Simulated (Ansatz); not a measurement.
# In3As (Pm-3m): all-electron LAPW single point in Python

The task is an all-electron LAPW single point, for In3As (Pm-3m).

Computed with Ansatz 0.2.0, driven from Python. Level of theory: DFT PBEsol, all-electron LAPW.

**1. Starting point**

Symmetry: Pm-3m, No. 221, cubic system. The conventional cell has a = 4.672 Å, b = 4.672 Å, c = 4.672 Å, α = 90.00°, β = 90.00°, γ = 90.00°. In (site symmetry 4/mmm) is surrounded by 8 In at 3.30 Å and 4 As at 3.30 Å. As (site symmetry m-3m) has 12 In at 3.30 Å as nearest neighbours.

No structure file is read: the coordinates are typed or built in the script.

**2. Script**

in3as_lapw.py

```python
import json

import ansatz as az
import numpy as np

FUNCTIONAL = "pbesol"
KSPACING = 0.36
OCCUPATIONS = "Fermi-Dirac"
TOLERANCE = 1e-08


def main() -> None:
    system = (
        az.Lattice.of((4.67168, 0.0, 0.0), (0.0, 4.67168, 0.0), (0.0, 0.0, 4.67168))
        .atom("In", (0.0, 0.5, 0.5))
        .atom("In", (0.5, 0.0, 0.5))
        .atom("In", (0.5, 0.5, 0.0))
        .atom("As", (0.0, 0.0, 0.0))
    )

    calculation = (
        system.calculation()
        .functional(FUNCTIONAL)
        .kpoints(spacing=KSPACING)
        .occupations(OCCUPATIONS)
        .scf(tolerance=TOLERANCE)
        .pseudopotentials("all_electron", lapw=True)
        .band_table()
        .stress()
    )
    planned = calculation.session().plan(threads=1)
    facts = planned.describe()
    print("plan:", facts["n_bands"], "bands,", len(facts["kpoints_frac"]), "k-points, plane waves", facts["n_pw_range"], "grid", facts["fft_dense"])
    outcome = planned.execute()
    rep = outcome.report

    print(f"free energy      {rep['free_energy_ev']:.5f} eV")
    print(f"per atom         {rep['free_energy_ev'] / len(outcome.lattice.sites):.5f} eV")
    print(f"SCF iterations   {rep['n_iterations']}  (converged: {rep['converged']})")

    levels = np.array(rep["eigenvalues_ev"])
    filled = round(rep["n_electrons"] / 2)
    top, bottom = levels[:, filled - 1], levels[:, filled]
    print("top of band", filled, "at k =", rep["kpoints_frac"][top.argmax()], f"{top.max():.4f} eV")
    print("bottom of band", filled + 1, "at k =", rep["kpoints_frac"][bottom.argmin()], f"{bottom.min():.4f} eV")
    print(f"gap by band count {bottom.min() - top.max():.3f} eV, least direct gap {(bottom - top).min():.3f} eV")

    principal = np.linalg.eigvalsh(np.array(rep["stress_gpa"]))
    mises = np.sqrt(0.5 * sum((principal[i] - principal[i - 1]) ** 2 for i in range(3)))
    print("principal stresses (GPa, compression positive):", np.round(principal, 3))
    print(f"mean {principal.mean():.3f} GPa, von Mises {mises:.3f} GPa, PV = {principal.mean() * rep['setup']['cell_volume_ang3'] / 160.21766:.4f} eV")

    keep = ["free_energy_ev", "energy_sigma0_ev", "fermi_energy_ev", "n_iterations", "converged", "magnetization_mub", "n_kpoints"]
    with open("in3as.json", "w") as handle:
        json.dump({key: rep[key] for key in keep}, handle, indent=1)

    errors = rep["lapw_basis_errors"]
    print(f"estimated basis error {1000 * errors['total_ev_per_atom']:.3f} meV/atom, target {1000 * errors['basis_error_target_ev_per_atom']:.3f}")
    for sphere in errors["spheres"]:
        print(f"  {sphere['species']:2s} muffin-tin radius {sphere['muffin_tin_radius_ang']:.3f} A, core shells {sphere['core_shells']}")


if __name__ == "__main__":
    main()
```

**3. Launch**

Launch:

```console
$ python in3as_lapw.py
```

Without the output at hand: what should come out? Wanted: free energy; gap on the mesh; pressure.

**Answer**, as computed:

| quantity | value |
| --- | --- |
| free energy | -541401.1468 eV (-135350.2867 eV/atom) |
| gap on the mesh | none |
| pressure | -2.98 GPa |

The mesh shows no gap. The pressure of -3.0 GPa means that the cell would shrink if relaxed at this level. What to keep in mind:
- All-electron totals depend on functional, relativistic treatment and basis; only differences at equal settings carry meaning.
- For a metal this k-point mesh is coarse: on a finer one energies can move by several to tens of meV an atom and pressures by half a GPa or more, differences at one mesh by less.
- The structure comes from a database of computed cells and needn't be a stable or known phase.
- Gaps and levels are Kohn-Sham values on a finite set of k-points, without spin-orbit coupling.
